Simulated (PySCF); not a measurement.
# BH2(OEt): geometry, NMR shifts, electronic excitations, spin-spin couplings and core binding energies

Wanted: the NMR shifts, electronic excitations, spin-spin couplings and core binding energies of BH2(OEt) (`[H]B([H])OCC`), by calculation.

Computed with PySCF 2.14.0, with density-fitted response routines of our own, on a single molecule in the gas phase. Atoms are numbered from 0 throughout.

## 1. The starting structure

11 atoms, charge 0, multiplicity 1; geometry from: GFN2-xTB. The atoms were then displaced at random by about 0.03 Å, so the start is not that level's minimum.

Bonds of the start (Å): B0–H1 1.09, B0–H2 1.27, B0–O3 1.25, O3–C4 1.42, C4–C5 1.49, C4–H6 1.14, C4–H7 1.09, C5–H8 1.13, C5–H9 1.07, C5–H10 1.06.

## 2. Geometry optimisation at PBE0-D3(BJ)/def2-SVP

Job settings and geometry (Å):

```
{"job": {"xc": "PBE0", "basis": "def2-SVP", "d3": "d3bj", "grid": 1, "maxiter": 40, "shake": 0.03, "kind": "geom"}, "charge": 0, "multiplicity": 1}
B      0.958130     1.348470    -0.938940
H      1.963160     1.024400    -0.680420
H      0.656370     2.201630    -1.829880
O     -0.086680     1.021920    -0.327040
C     -0.202190     0.036640     0.685870
C     -0.710820    -1.269410     0.187880
H      0.842200    -0.067350     1.138310
H     -0.817340     0.448300     1.484650
H     -0.737840    -1.992300     1.061920
H     -1.704270    -1.178040    -0.192810
H     -0.062670    -1.659750    -0.558640
```

The run is started by

```bash
> OMP_NUM_THREADS=1 python probes_run.py task.json out
```

This one command runs all jobs of the session in turn.

Output:

```text
step   0  E = -180.15104866  max force = 0.091066
step   1  E = -180.17390873  max force = 0.019793
step   2  E = -180.17514603  max force = 0.008342
step   3  E = -180.17573681  max force = 0.002739
step   4  E = -180.17576668  max force = 0.001188
step   5  E = -180.17578388  max force = 0.000636
step   6  E = -180.17581033  max force = 0.002309
step   7  E = -180.17584385  max force = 0.002975
step   8  E = -180.17587049  max force = 0.001820
step   9  E = -180.17588026  max force = 0.000356
optimisation converged
```

It took 21 s on 1 thread of Arm Neoverse V2, shared host; peak memory 0.35 GiB.

Along the way:

| step | energy from step 0 (eV) | largest force component (eV/Å) |
| --- | --- | --- |
| 0 | 0.0000 | 4.6828 |
| 1 | -0.6221 | 1.0178 |
| 2 | -0.6557 | 0.4290 |
| 3 | -0.6718 | 0.1408 |
| 4 | -0.6726 | 0.0611 |
| 5 | -0.6731 | 0.0327 |
| 6 | -0.6738 | 0.1187 |
| 7 | -0.6747 | 0.1530 |
| 8 | -0.6754 | 0.0936 |
| 9 | -0.6757 | 0.0183 |

Close pairs (by a distance rule), those that changed most:

| bond | before (Å) | after (Å) | change (Å) |
| --- | --- | --- | --- |
| B0–H1 | 1.087 | 1.216 | +0.129 |
| B0–O3 | 1.254 | 1.338 | +0.084 |
| B0–H2 | 1.270 | 1.209 | -0.061 |
| C4–H6 | 1.143 | 1.104 | -0.039 |
| C5–H10 | 1.063 | 1.101 | +0.038 |
| C5–H8 | 1.135 | 1.100 | -0.034 |
| C5–H9 | 1.068 | 1.100 | +0.032 |
| C4–C5 | 1.487 | 1.511 | +0.023 |

The next job starts from the end point, and lists it.

| at the end point | value |
| --- | --- |
| point group (found at 0.08 Å tolerance) | C1 |
| rotational constants (GHz, main isotopes) | 22.771, 4.605, 4.482 |
| dipole moment (D) | 1.89 |

## 3. NMR shieldings: PBE0/pcSseg-1

Job settings and geometry (Å):

```
{"job": {"kind": "nmr", "xc": "PBE0", "basis": "pcSseg-1"}, "charge": 0, "multiplicity": 1}
B      0.888750     1.482481    -0.937035
H      1.995741     1.150165    -0.559501
H      0.711614     2.279243    -1.828716
O     -0.203065     0.965698    -0.360861
C     -0.153601     0.009358     0.680729
C     -0.709419    -1.314636     0.210611
H      0.885855    -0.099538     1.037337
H     -0.756195     0.404626     1.514745
H     -0.765476    -2.026489     1.047786
H     -1.721522    -1.182937    -0.200068
H     -0.074631    -1.753461    -0.574128
```

Method: GIAO PBE0/pcSseg-1 NMR shielding, non-relativistic, gas phase.

Output:

```text
coarse grid: 8688 points
cycle   1  E = -180.1899252751  dE =  2.155e-01  |g| = 5.490e-01  |ddm| = 2.597e+00
cycle   2  E = -180.0961189664  dE =  9.381e-02  |g| = 9.002e-01  |ddm| = 1.060e+00
cycle   3  E = -180.2468114387  dE = -1.507e-01  |g| = 8.898e-02  |ddm| = 7.287e-01
cycle   4  E = -180.2483459298  dE = -1.534e-03  |g| = 2.783e-02  |ddm| = 6.942e-02
cycle   5  E = -180.2485229793  dE = -1.770e-04  |g| = 5.048e-03  |ddm| = 2.132e-02
cycle   6  E = -180.2485290428  dE = -6.064e-06  |g| = 9.837e-04  |ddm| = 4.652e-03
final grid: 82440 points
cycle   7  E = -180.2825939521  dE = -1.745e-05  |g| = 1.011e-02  |ddm| = 1.648e-02
cycle   8  E = -180.2825711203  dE =  2.283e-05  |g| = 1.533e-02  |ddm| = 1.381e-02
cycle   9  E = -180.2826131041  dE = -4.198e-05  |g| = 1.414e-03  |ddm| = 8.968e-03
cycle  10  E = -180.2826135588  dE = -4.546e-07  |g| = 1.406e-04  |ddm| = 1.194e-03
cycle  11  E = -180.2826135633  dE = -4.572e-09  |g| = 4.041e-05  |ddm| = 1.508e-04
cycle  12  E = -180.2826135638  dE = -4.458e-10  |g| = 9.952e-06  |ddm| = 4.427e-05
converged SCF energy = -180.2826135638

GIAO shielding tensors (ppm)
atom      isotropic    diamagn.    paramagn.     s11        s22        s33       span
  0 B       54.271     196.021    -141.750     26.602     41.237     94.972     68.370
  1 H       26.115      30.437      -4.321     24.443     26.285     27.618      3.175
  2 H       26.249      29.543      -3.293     25.582     25.854     27.312      1.729
  3 O       88.296     394.866    -306.570   -129.654     60.994    333.549    463.203
  4 C      110.799     244.271    -133.472     76.897     91.166    164.334     87.437
  5 C      164.262     247.682     -83.420    147.620    162.419    182.746     35.126
  6 H       27.357      30.545      -3.188     24.075     27.416     30.579      6.505
  7 H       26.924      29.045      -2.122     23.032     26.885     30.855      7.823
  8 H       30.220      28.441       1.779     26.755     27.318     36.588      9.832
  9 H       29.588      28.867       0.721     26.235     27.741     34.787      8.552
 10 H       30.059      29.786       0.273     26.704     28.312     35.160      8.455
```

Wall time 7.9 s (1 thread of Arm Neoverse V2, shared host); peak memory 0.48 GiB.

The references, computed at this level on geometries of the same kind, shield at (ppm): ¹H TMS 31.27, ¹³C TMS 184.4, ¹⁷O H2O 334.6, ¹¹B BF3·OEt2 100.7. Their shielding less the atom's gives the shift. The references are single molecules in the gas phase, so shifts against H2O, NH3, PH3, H3PO4 or CFCl3 are not on the usual liquid scales and can be off by tens of ppm. Atoms listed in one row are averaged.

| atoms | environment | σ (ppm) | δ (ppm) |
| --- | --- | --- | --- |
| C4 | carbon bonded to C, O, 2 H | 110.8 | 73.6 |
| C5 | carbon bonded to C, 3 H | 164.3 | 20.1 |
| H1, H2 | hydrogen on a boron bonded to O | 26.18 | 5.08 |
| H6, H7 | hydrogen on a carbon bonded to C, O | 27.14 | 4.13 |
| H8, H9, H10 | hydrogen on a carbon bonded to C | 29.96 | 1.31 |
| B0 | boron bonded to O, 2 H | 54.3 | 46.5 |
| O3 | oxygen bonded to C, B | 88.3 | 246.3 |

Charges from the same density, by scheme (e):

| atoms | Mulliken | IAO | Hirshfeld | ESP fit |
| --- | --- | --- | --- | --- |
| B0 | 0.27 | 0.13 | 0.16 | 0.40 |
| O3 | -0.46 | -0.35 | -0.15 | -0.44 |
| C4 | 0.02 | -0.04 | 0.02 | 0.43 |
| C5 | -0.31 | -0.42 | -0.12 | -0.42 |

Mayer bond orders: B0–O3 1.29, O3–C4 0.86, C4–C5 1.06.

The fields below are evaluated on a grid from the run's orbitals.

Frontier orbitals at PBE0/pcSseg-1, with the share of their density that lies nearest to each atom:

| orbital | energy (eV) | lies on |
| --- | --- | --- |
| HOMO | -8.51 | O3 30 %; H1, H2 about 25 % each; B0 10 % |
| LUMO | -0.23 | B0 47 %; H1, H2 about 16 % each; O3 15 % |

ELF in a plane through or near 4 of the atoms.

Ten even steps from ' ' (0.00) to '@' (1.00):
```
                                                        
                                                        
                                                        
                                                        
                              ....                      
                          ::==++++..                    
                          --**##**--                    
              ......::....==++####::  ::==--            
          ..::....==**++++++----**--::**%%##::          
        --**##**..--%%**##%%--**%%++++######::          
      ..##@@@@@@::..%%==--##==####++++++++==..          
      ++@@@@@@@@%%::##%%%%**..--**%%%%**::..            
      ++@@@@@@@@@@----####++  ::##@@@@@@==..            
      ::@@@@@@@@@@::..--==::  ..##@@@@@@++..            
        ##@@@@@@%%..  ....    ..++@@@@%%--              
          ++####--              ..==++--                
                                                        
                                                        
                                                        
                                                        
```
The map spans 10.9 Å across and 7.7 Å up, centred on the molecule. Atoms in the plane (x, y in Å): H2 (-2.9, -0.9), O3 (-0.8, -0.2), C4 (0.3, 0.6), H9 (1.7, -1.1).

On the surface of density 0.002 e/bohr³ the electrostatic potential runs, from the 1st to the 99th percentile, from -1.19 V near O3 to 0.92 V near B0.

## 4. TDDFT and polarisability: CAM-B3LYP/def2-SVPD

Same as in step 3 but for these lines:

```diff
@@ -1,2 +1,2 @@
-{"job": {"kind": "nmr", "xc": "PBE0", "basis": "pcSseg-1"}, "charge": 0, "multiplicity": 1}
+{"job": {"kind": "uv", "xc": "CAM-B3LYP", "basis": "def2-SVPD", "ip": false, "nstates": 10}, "charge": 0, "multiplicity": 1}
 B      0.888750     1.482481    -0.937035
```

Level: TDDFT CAM-B3LYP/def2-SVPD, vertical, gas phase, core orbitals frozen in the response.

Output:

```text
coarse grid: 8688 points
cycle   1  E = -180.2049504191  dE =  2.668e-01  |g| = 5.592e-01  |ddm| = 4.149e+00
cycle   2  E = -180.1580147044  dE =  4.694e-02  |g| = 7.787e-01  |ddm| = 1.142e+00
cycle   3  E = -180.2673441833  dE = -1.093e-01  |g| = 5.095e-02  |ddm| = 5.952e-01
cycle   4  E = -180.2678200060  dE = -4.758e-04  |g| = 2.415e-02  |ddm| = 9.554e-02
cycle   5  E = -180.2679587312  dE = -1.387e-04  |g| = 3.231e-03  |ddm| = 3.620e-02
cycle   6  E = -180.2679614758  dE = -2.745e-06  |g| = 4.112e-04  |ddm| = 6.486e-03
final grid: 82440 points
cycle   7  E = -180.3089927737  dE = -2.302e-05  |g| = 2.569e-03  |ddm| = 3.845e-02
cycle   8  E = -180.3089929578  dE = -1.841e-07  |g| = 2.585e-03  |ddm| = 6.610e-03
cycle   9  E = -180.3089943688  dE = -1.411e-06  |g| = 3.176e-04  |ddm| = 2.701e-03
cycle  10  E = -180.3089943827  dE = -1.393e-08  |g| = 1.949e-04  |ddm| = 4.126e-04
cycle  11  E = -180.3089943902  dE = -7.439e-09  |g| = 1.188e-05  |ddm| = 2.329e-04
cycle  12  E = -180.3089943902  dE = -4.923e-11  |g| = 4.737e-06  |ddm| = 2.925e-05
converged SCF energy = -180.3089943902

Static polarisability (au): isotropic 45.734, principal 39.835 42.801 54.567

Singlet excitations
state   eV       nm        f      main configurations
  1   6.3089    196.5   0.00012   H->L 0.95
  2   8.0940    153.2   0.01587   H-2->L 0.67, H-1->L 0.16, H-4->L 0.12
  3   8.2666    150.0   0.17786   H-1->L 0.73, H-2->L 0.15
  4   8.4141    147.4   0.03149   H->L+1 0.81
  5   8.9437    138.6   0.02372   H-1->L+1 0.69, H->L+2 0.14
  6   9.1344    135.7   0.02635   H->L+2 0.41, H-2->L+1 0.20, H-1->L+1 0.18
  7   9.4131    131.7   0.01455   H-2->L+1 0.34, H->L+4 0.29, H->L+5 0.18
  8   9.6238    128.8   0.00256   H->L+2 0.29, H-2->L+1 0.18, H->L+4 0.17
  9   9.7050    127.8   0.06595   H->L+3 0.53, H->L+4 0.23
 10   9.8216    126.2   0.05743   H-4->L 0.28, H-3->L 0.20, H-5->L 0.13

Triplet excitations (Tamm-Dancoff, eV): 5.7332 6.7565 7.7377 8.1998
```

Wall time 15 s (1 thread of Arm Neoverse V2, shared host); peak memory 0.64 GiB.

Frontier orbitals and where they lie:

| orbital | eV | atoms |
| --- | --- | --- |
| HOMO−3 | -12.43 | C5 39 %, H8 18 %, H9 9 % |
| HOMO−2 | -11.16 | C4 23 %, C5 17 %, O3 14 % |
| HOMO−1 | -10.73 | O3 42 %, C4 19 %, C5 13 % |
| HOMO | -9.99 | O3 34 %, B0 27 %, H1 16 % |
| LUMO | 0.69 | B0 44 %, O3 26 %, H1 13 % |
| LUMO+1 | 1.26 | B0 40 %, C5 16 %, C4 9 % |
| LUMO+2 | 1.88 | B0 36 %, C5 16 %, H8 12 % |

With each of the 10 states as a Gaussian band of 0.4 eV half-width at 1/e, the curve within the window shown has maxima at 149 nm (ε 8,900), 127 nm (ε 5,400) L/(mol cm). Beyond the last state computed it falls off for lack of states. The curve at chosen wavelengths:

(nm, ε (L/mol/cm)): (122, 2278), (126, 5229), (130, 4538), (133, 3277), (137, 2666), (141, 3472), (145, 6610), (148, 8698), (152, 7839), (156, 4255), (160, 1493), (163, 532), (167, 102), (171, 15), (175, 2), (178, 1), (182, 1), (186, 2), (190, 4), (193, 5), (197, 5), (201, 4), (205, 3), (208, 2), (212, 1), (216, 1)

Leading natural transition orbitals of singlet state 3: the hole lies on O3 50 %; C4, C5 about 11 % each; B0 9 %; the particle on B0 41 %; H1, H2 about 18 % each; O3 13 %.

Leading natural transition orbitals of singlet state 1: the hole lies on H1, H2 about 28 % each; O3 27 %; B0 11 %; the particle on B0 48 %; H1, H2 about 17 % each; O3 14 %.

Ground-state properties from the same run:

| property | computed |
| --- | --- |
| dipole moment (D) | 1.80 |
| polarisability (Å³) | 6.78 |
| HOMO–LUMO gap (eV) | 10.68 |
| −ε(HOMO) (eV) | 9.99 |

## 5. Indirect couplings: B3LYP/pcJ-1

Same as in step 4 but for these lines:

```diff
@@ -1,2 +1,2 @@
-{"job": {"kind": "uv", "xc": "CAM-B3LYP", "basis": "def2-SVPD", "ip": false, "nstates": 10}, "charge": 0, "multiplicity": 1}
+{"job": {"kind": "j", "xc": "B3LYP", "basis": "pcJ-1"}, "charge": 0, "multiplicity": 1}
 B      0.888750     1.482481    -0.937035
```

With the program's defaults for keys left out, this is: B3LYP/pcJ-1 indirect spin-spin coupling, non-relativistic, gas phase.

Output:

```text
coarse grid: 8688 points
cycle   1  E = -180.4294721641  dE =  1.749e-01  |g| = 6.300e-01  |ddm| = 2.372e+00
cycle   2  E = -180.2642648779  dE =  1.652e-01  |g| = 1.131e+00  |ddm| = 1.313e+00
cycle   3  E = -180.5005901562  dE = -2.363e-01  |g| = 1.204e-01  |ddm| = 9.589e-01
cycle   4  E = -180.5032988139  dE = -2.709e-03  |g| = 4.267e-02  |ddm| = 9.487e-02
cycle   5  E = -180.5037013343  dE = -4.025e-04  |g| = 7.728e-03  |ddm| = 2.987e-02
cycle   6  E = -180.5037150856  dE = -1.375e-05  |g| = 1.694e-03  |ddm| = 6.887e-03
cycle   7  E = -180.5037157797  dE = -6.941e-07  |g| = 3.539e-04  |ddm| = 1.687e-03
final grid: 82440 points
cycle   8  E = -180.5447940988  dE = -9.505e-05  |g| = 5.026e-03  |ddm| = 1.241e-02
cycle   9  E = -180.5447904449  dE =  3.654e-06  |g| = 6.429e-03  |ddm| = 6.336e-03
cycle  10  E = -180.5447986142  dE = -8.169e-06  |g| = 9.745e-04  |ddm| = 3.931e-03
cycle  11  E = -180.5447987029  dE = -8.866e-08  |g| = 6.410e-04  |ddm| = 1.109e-03
cycle  12  E = -180.5447987850  dE = -8.215e-08  |g| = 4.332e-05  |ddm| = 4.435e-04
cycle  13  E = -180.5447987855  dE = -5.041e-10  |g| = 9.907e-06  |ddm| = 4.874e-05
converged SCF energy = -180.5447987855

Indirect spin-spin couplings (Hz)
  i      j    bonds     total        FC       PSO       DSO        SD
  0 B    1 H    1    144.700   144.815    -1.179     0.704     0.359
  0 B    2 H    1    160.447   160.459    -1.069     0.648     0.409
  0 B    3 O    1     -3.132   -10.592     7.998    -0.079    -0.459
  0 B    4 C    2     -1.280    -0.947    -0.211    -0.137     0.016
  0 B    5 C    3      0.966     0.971     0.094    -0.103     0.003
  0 B    6 H    3      5.165     5.523    -0.284    -0.023    -0.052
  0 B    7 H    3      4.203     4.345     0.598    -0.739    -0.002
  0 B    9 H    4     -0.186    -0.151     0.413    -0.454     0.005
  1 H    2 H    2     21.181    21.246     1.876    -1.940         -
  1 H    3 O    2      1.708     0.397     1.137     0.174         -
  1 H    4 C    3     10.509    10.599    -0.079    -0.011         -
  1 H    5 C    4     -0.289    -0.256     0.130    -0.162         -
  1 H    6 H    4     -0.596    -0.653    -1.572     1.629         -
  1 H    7 H    4     -0.889    -0.725     1.192    -1.356         -
  1 H    8 H    5     -0.203    -0.115     0.827    -0.915         -
  2 H    3 O    2    -20.284   -21.388     0.987     0.117         -
  2 H    4 C    3     12.253    12.321     0.431    -0.498         -
  2 H    5 C    4     -0.495    -0.480     0.254    -0.269         -
  2 H    6 H    4     -0.809    -0.638     1.305    -1.476         -
  2 H    7 H    4     -0.799    -0.667     1.478    -1.610         -
  2 H    8 H    5      0.373     0.461     1.190    -1.278         -
  3 O    4 C    1     19.622    20.386    -0.650    -0.114         -
  3 O    5 C    2     -3.847    -4.113     0.263     0.004         -
  3 O    6 H    2     -1.114    -0.875    -0.397     0.158         -
  3 O    7 H    2     -7.454    -7.111    -0.440     0.097         -
  3 O    8 H    3    -10.909   -11.048    -0.126     0.265         -
  3 O    9 H    3     -2.292    -2.237    -0.031    -0.024         -
  3 O   10 H    3     -1.356    -1.260    -0.127     0.031         -
  4 C    5 C    1     40.725    41.265    -0.724     0.184         -
  4 C    6 H    1    145.077   144.159     0.001     0.917         -
  4 C    7 H    1    150.165   149.225     0.051     0.888         -
  4 C    8 H    2      1.669     1.658     0.172    -0.160         -
  4 C    9 H    2     -6.370    -6.298     0.103    -0.174         -
  4 C   10 H    2     -5.828    -5.712     0.059    -0.175         -
  5 C    6 H    2     -1.362    -1.252     0.130    -0.240         -
  5 C    7 H    2     -1.976    -1.876     0.145    -0.245         -
  5 C    8 H    1    130.118   128.277     1.270     0.571         -
  5 C    9 H    1    135.613   133.901     1.110     0.602         -
  5 C   10 H    1    134.862   133.099     1.157     0.605         -
  6 H    7 H    2    -11.450   -11.472     2.170    -2.148         -
  6 H    8 H    3      1.465     1.573     0.564    -0.671         -
  6 H    9 H    3     15.729    15.868     2.790    -2.929         -
  6 H   10 H    3      6.421     6.526     0.368    -0.473         -
  7 H    8 H    3      3.006     3.096     0.390    -0.480         -
  7 H    9 H    3      4.508     4.620     0.579    -0.691         -
  7 H   10 H    3     16.063    16.204     2.806    -2.946         -
  8 H    9 H    2    -14.870   -14.944     2.744    -2.671         -
  8 H   10 H    2    -14.289   -14.361     2.731    -2.659         -
  9 H   10 H    2    -13.003   -13.085     2.640    -2.558         -
```

It took 12 s on 1 thread of Arm Neoverse V2, shared host; peak memory 0.71 GiB.

A choice of the couplings up to four bonds, sorted by the number of bonds, with means over like pairs; isotopes 11B, 13C, 1H, 17O:

| pair | bonds | J (Hz) | Fermi contact (Hz) |
| --- | --- | --- | --- |
| B0–H1 | 1 | 152.6 | 152.6 |
| C4–H6 | 1 | 147.6 | 146.7 |
| C5–H8 | 1 | 133.5 | 131.8 |
| C4–C5 | 1 | 40.7 | 41.3 |
| O3–C4 | 1 | 19.6 | 20.4 |
| B0–O3 | 1 | -3.1 | -10.6 |
| H1–H2 | 2 | 21.2 | 21.2 |
| H8–H9 | 2 | -14.1 | -14.1 |
| H6–H7 | 2 | -11.4 | -11.5 |
| H1–O3 | 2 | -9.3 | -10.5 |
| O3–H6 | 2 | -4.3 | -4.0 |
| O3–C5 | 2 | -3.8 | -4.1 |
| C4–H8 | 2 | -3.5 | -3.5 |
| C5–H6 | 2 | -1.7 | -1.6 |
| B0–C4 | 2 | -1.3 | -0.9 |
| H1–C4 | 3 | 11.4 | 11.5 |
| H6–H8 | 3 | 7.9 | 8.0 |
| O3–H8 | 3 | -4.9 | -4.8 |
| B0–H6 | 3 | 4.7 | 4.9 |

The spin-dipole term was solved for some atoms only; pairs without it lack that part.

The response was solved for the nuclei of B, C, H alone, so couplings that need other nuclei can be missing.

Quadrupole couplings from the field gradients of the same density:

| atom | isotope | eQq/h (MHz) | η |
| --- | --- | --- | --- |
| O3 | 17O | -8.302 | 0.43 |
| B0 | 11B | 4.089 | 0.35 |

## 6. NMR shieldings: wB97X-D/pcSseg-1

Same as in step 5 but for these lines:

```diff
@@ -1,2 +1,2 @@
-{"job": {"kind": "j", "xc": "B3LYP", "basis": "pcJ-1"}, "charge": 0, "multiplicity": 1}
+{"job": {"kind": "nmr", "xc": "wB97X-D", "basis": "pcSseg-1", "pop": false}, "charge": 0, "multiplicity": 1}
 B      0.888750     1.482481    -0.937035
```

Level: GIAO wB97X-D/pcSseg-1 NMR shielding, non-relativistic, gas phase.

Output:

```text
coarse grid: 8688 points
cycle   1  E = -180.3478978924  dE =  3.207e-01  |g| = 5.890e-01  |ddm| = 2.560e+00
cycle   2  E = -180.3216357182  dE =  2.626e-02  |g| = 7.416e-01  |ddm| = 7.696e-01
cycle   3  E = -180.4138847067  dE = -9.225e-02  |g| = 4.390e-02  |ddm| = 4.497e-01
cycle   4  E = -180.4142872769  dE = -4.026e-04  |g| = 2.010e-02  |ddm| = 4.071e-02
cycle   5  E = -180.4143826515  dE = -9.537e-05  |g| = 3.367e-03  |ddm| = 1.832e-02
cycle   6  E = -180.4143858494  dE = -3.198e-06  |g| = 4.638e-04  |ddm| = 4.152e-03
final grid: 82440 points
cycle   7  E = -180.4470438016  dE = -1.085e-04  |g| = 3.435e-03  |ddm| = 2.950e-02
cycle   8  E = -180.4470456218  dE = -1.820e-06  |g| = 2.938e-03  |ddm| = 5.675e-03
cycle   9  E = -180.4470470430  dE = -1.421e-06  |g| = 6.893e-04  |ddm| = 2.069e-03
cycle  10  E = -180.4470471386  dE = -9.566e-08  |g| = 2.524e-04  |ddm| = 7.762e-04
cycle  11  E = -180.4470471535  dE = -1.487e-08  |g| = 4.654e-05  |ddm| = 2.957e-04
cycle  12  E = -180.4470471543  dE = -7.888e-10  |g| = 1.351e-05  |ddm| = 7.322e-05
converged SCF energy = -180.4470471543

GIAO shielding tensors (ppm)
atom      isotropic    diamagn.    paramagn.     s11        s22        s33       span
  0 B       56.365     195.677    -139.312     29.660     43.515     95.920     66.259
  1 H       26.360      30.637      -4.277     24.705     26.449     27.927      3.222
  2 H       26.504      29.723      -3.219     25.764     26.027     27.723      1.959
  3 O      103.248     395.375    -292.127   -105.792     78.113    337.425    443.217
  4 C      111.689     244.101    -132.412     77.936     92.098    165.033     87.097
  5 C      164.236     247.513     -83.278    147.638    162.691    182.379     34.741
  6 H       27.511      30.728      -3.216     24.208     27.591     30.734      6.526
  7 H       27.117      29.167      -2.050     23.223     27.046     31.084      7.861
  8 H       30.351      28.514       1.836     26.885     27.439     36.728      9.843
  9 H       29.696      28.962       0.735     26.330     27.871     34.888      8.558
 10 H       30.159      29.913       0.246     26.801     28.434     35.241      8.440
```

It took 5.6 s on 1 thread of Arm Neoverse V2, shared host; peak memory 0.49 GiB.

Key values: δ C4 72.8, C5 20.3, B0 45.2, O3 229.9, H1 4.95, H6 4.07 ppm (means over like atoms).

(Part 1 of 2 ends here.)
